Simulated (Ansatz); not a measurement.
**C6H5Li: how energies converge with the basis set**

The task here is to estimate one member of a computed series from the others.

The runs use Ansatz 0.2.0, Gaussian basis; one geometry, several basis sets.

The runs, in order: PBE0-D4/def2-SVP; ωB97M-V/def2-SVP; PBE0-D4/def2-QZVPP; ωB97M-V/def2-QZVPP; the functionals' def2-TZVPP values are taken from earlier runs.

## The geometry

An earlier PBE0-D4 in a triple-zeta def2 set relaxation fixed the geometry.

SMILES `[Li][c]1ccccc1`, 12 atoms, charge 0, spin multiplicity 1.

Atoms are counted from 1 here; the program's logs count them from 0.

Bond lengths: Li1–C2 1.957 Å, C2–C3 1.406 Å, C2–C7 1.406 Å, C3–C4 1.391 Å, C3–H8 1.090 Å, C4–C5 1.387 Å, C4–H9 1.086 Å, C5–C6 1.387 Å, C5–H10 1.085 Å, C6–C7 1.391 Å, C6–H11 1.086 Å, C7–H12 1.090 Å. Angles: Li1–C2–C3 122.9°, Li1–C2–C7 122.9°, C3–C2–C7 114.3°, C2–C3–C4 123.4°, C2–C3–H8 119.8°, C4–C3–H8 116.8°, C3–C4–C5 119.9°, C3–C4–H9 120.2°, C5–C4–H9 119.9°, C4–C5–C6 119.0°, C4–C5–H10 120.5°, C6–C5–H10 120.5°, C5–C6–C7 119.9°, C5–C6–H11 119.9°, C7–C6–H11 120.2°, C2–C7–C6 123.4°, C2–C7–H12 119.8°, C6–C7–H12 116.8°.

Geometry (Å):

```xyz
12

Li   -0.0954   -3.3226   -0.3580
C    -0.0358   -1.3778   -0.1463
C    -0.7608   -0.6954    0.8468
C    -0.7272    0.6854    1.0076
C     0.0514    1.4616    0.1621
C     0.7871    0.8391   -0.8353
C     0.7358   -0.5435   -0.9746
H    -1.3898   -1.2551    1.5398
H    -1.3090    1.1584    1.7936
H     0.0846    2.5398    0.2792
H     1.4017    1.4335   -1.5054
H     1.3343   -0.9787   -1.7756
```

The first run:

Contents of in.yaml:

```yaml
crystal:
  periodic: [false, false, false]
  atoms:
    - {symbol: Li, position_ang: [-0.095374, -3.322622, -0.357978]}
    - {symbol: C, position_ang: [-0.035783, -1.377786, -0.146261]}
    - {symbol: C, position_ang: [-0.760791, -0.695363, 0.846840]}
    - {symbol: C, position_ang: [-0.727158, 0.685433, 1.007598]}
    - {symbol: C, position_ang: [0.051447, 1.461624, 0.162130]}
    - {symbol: C, position_ang: [0.787054, 0.839087, -0.835283]}
    - {symbol: C, position_ang: [0.735830, -0.543497, -0.974617]}
    - {symbol: H, position_ang: [-1.389762, -1.255091, 1.539781]}
    - {symbol: H, position_ang: [-1.309024, 1.158435, 1.793631]}
    - {symbol: H, position_ang: [0.084590, 2.539754, 0.279250]}
    - {symbol: H, position_ang: [1.401665, 1.433490, -1.505419]}
    - {symbol: H, position_ang: [1.334307, -0.978664, -1.775572]}
basis:
  gaussian: {orbitals: def2-SVP}
hamiltonian: {xc: pbe0, dispersion: d4}
output: {orbitals: {seedname: orbitals}}
```

Steps of the session up to this table: PBE0-D4 in def2-SVP; ωB97M-V in def2-SVP; PBE0-D4 in def2-QZVPP; ωB97M-V in def2-QZVPP.

One table of the session follows, with a row left open; its other results are not shown here.

It belongs to the step «Density functionals: the series». 

| functional | basis | HOMO (eV) | LUMO (eV) |
| --- | --- | --- | --- |
| PBE0-D4 | def2-SVP | -5.40 | -1.11 |
| PBE0-D4 | def2-TZVPP | -5.51 | -1.17 |
| PBE0-D4 | def2-QZVPP | -5.53 | -1.21 |
| ωB97M-V | def2-SVP | -7.70 | -0.57 |
| ωB97M-V | def2-TZVPP | ? | ? |
| ωB97M-V | def2-QZVPP | -7.84 | -0.78 |

**Question.** Estimate the row for ωB97M-V, def2-TZVPP.

The run gave: HOMO (eV): -7.82; LUMO (eV): -0.66. In the column «HOMO (eV)» it lies between ωB97M-V, def2-QZVPP (-7.84) and ωB97M-V, def2-SVP (-7.70).
